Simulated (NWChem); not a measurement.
**AlHSF2 (SMILES [F][Al]([F])[SH]) at PBE0/6-31G(d) (spherical functions)**

What is the electronic atomisation energy of AlHSF2 at PBE0/6-31G* (spherical functions)? 

The results are computed with NWChem 7.3.0.

## 1. The molecule

The species is AlHSF2 (5 atoms), meant as a singlet with charge 0. SMILES: `[F][Al]([F])[SH]`. Geometry: relaxed at PBE0-D4/def2-TZVP.

Bond lengths: F1–Al2 1.638 Å, Al2–F3 1.635 Å, Al2–S4 2.153 Å, S4–H5 1.346 Å. Angles: F1–Al2–F3 119.3°, F1–Al2–S4 121.0°, F3–Al2–S4 119.7°, Al2–S4–H5 91.6°.

## 2. The energy at PBE0/6-31G(d) (spherical functions) (run 1)

Contents of nw.nw:

```
start nw
title "AlF2HS energy"
memory 2200 mb
charge 0

geometry units atomic noautosym nocenter noautoz
   F    1.68601365   0.73302476   2.82608542
   Al   0.64307380  -0.87815573   0.39873221
   F    1.55070926  -3.80893198   0.02759000
   S   -1.89615119   0.80445641  -2.29790697
   H   -1.88915921   3.01033372  -1.03254635
end

basis spherical bse
   * library 6-31G*
end

dft
   xc pbe0
   grid xcoarse
   convergence energy 1e-08
   maxiter 100
   mulliken
   noprint "final vectors analysis"
end

task dft energy
```

The run is started by

```console
$ nwchem nw.nw > nw.out
```

Standard output:

```text
[...]
          Wavefunction type:  closed shell.
          No. of atoms     :     5
          No. of electrons :    48
[...]
          Charge           :     0
          Spin multiplicity:     1
[...]
          AO basis - number of functions:    66
[...]
              XC Information
              --------------
                         PBE0 Method XC Functional
                     Hartree-Fock (Exact) Exchange  0.250
          PerdewBurkeErnzerhof Exchange Functional  0.750
            Perdew 1991 LDA Correlation Functional  1.000 local
           PerdewBurkeErnz. Correlation Functional  1.000 non-local
[...]
 d= 0,ls=0.0,diis     1   -840.5059203468 -1.04D+03  2.07D-02  9.17D-01     0.9
[...]
 d= 0,ls=0.0,diis    10   -840.6098820922 -1.68D-10  2.19D-07  1.06D-10     5.3
         Total DFT energy =     -840.609882092163
      One electron energy =    -1565.731446062246
           Coulomb energy =      590.633216775250
    Exchange-Corr. energy =      -65.408511253839
 Nuclear repulsion energy =      199.896858448672
[...]
      Total Density - Mulliken Population Analysis
     ---------------------------------------------
    Atom       Charge   Shell Charges
 -----------   ------   -------------------------------------------------------
    1 F    9     9.46   2.00  0.92  3.30  1.05  2.18  0.01
    2 Al  13    11.92   2.00  2.00  5.97  0.60  0.90 -0.00  0.14  0.32
    3 F    9     9.46   2.00  0.92  3.30  1.05  2.18  0.01
    4 S   16    16.30   2.00  2.00  5.97  1.34  3.09  0.53  1.33  0.04
    5 H    1     0.86   0.49  0.37
[...]
```

It took 6 s on 1 thread of Intel Xeon Platinum 8488C (Sapphire Rapids), shared host; peak memory 0.1 GiB.

## 3. The Al atom, same level (run 2)

Contents of input.nw:

```
start input
memory total 2200 mb
charge 0

geometry units angstroms noautosym nocenter noautoz
  Al     0.000000     0.000000     0.000000
end

basis spherical bse
  * library 6-31G*
end

dft
  xc pbe0
  mult 2
  grid xcoarse
  convergence energy 1e-08
  maxiter 100
  mulliken
  noprint "final vectors analysis"
end

task dft energy
```

Run the same way, it converges to -242.22978 Eh (log not shown).

## 4. The F atom, same level (run 3)

Contents of run.nw:

```
start run
title "F"
memory stack 880 mb heap 220 mb global 1100 mb

geometry units bohr noautosym nocenter noautoz
F    0.00000000   0.00000000   0.00000000
end

basis spherical bse
F library 6-31G*
end

dft
xc pbe0
mult 2
grid xcoarse
convergence energy 1e-08
maxiter 100
mulliken
noprint "final vectors analysis"
end

task dft energy
```

Run the same way, it converges to -99.62376 Eh (log not shown).

Run 4 isn't shown in full; the table further down has it.

## 5. The S atom (run 5)

Contents of s.nw:

```
start s
title "S energy"
memory stack 880 mb heap 220 mb global 1100 mb

geometry units angstroms noautosym nocenter noautoz
S      0.000000     0.000000     0.000000
end

basis spherical bse
* library 6-31G*
end

dft
xc pbe0
mult 3
grid xcoarse
convergence energy 1e-08
iterations 100
mulliken
noprint "final vectors analysis"
end

task dft energy
```

Run the same way, it converges to -397.94477 Eh (log not shown).

## 6. All runs side by side

| run | level | partner | energy (Eh) | wall time |
| --- | --- | --- | --- | --- |
| 1 | PBE0/6-31G* (spherical functions) | base | -840.609882 | 6 s |
| 2 | UPBE0/6-31G* (spherical functions) | atoms | -242.229782 | 0.89 s |
| 3 | UPBE0/6-31G* (spherical functions) | atoms | -99.623756 | 0.71 s |
| 4 | UPBE0/6-31G* (spherical functions) | atoms | -0.499106 | 0.65 s |
| 5 | UPBE0/6-31G* (spherical functions) | atoms | -397.944771 | 0.93 s |

## 7. Outcome

At PBE0/6-31G* (spherical functions):

| quantity | value |
| --- | --- |
| S atom: total energy | -397.94477 Eh |
| S atom: ⟨S²⟩ | 2.002 |
| electronic atomisation energy | 18.741 eV |

Taking the molecule apart into free atoms costs 18.74 eV (432 kcal/mol), before zero-point energy and without spin-orbit coupling. All runs together took 9.2 s, the longest 6 s.
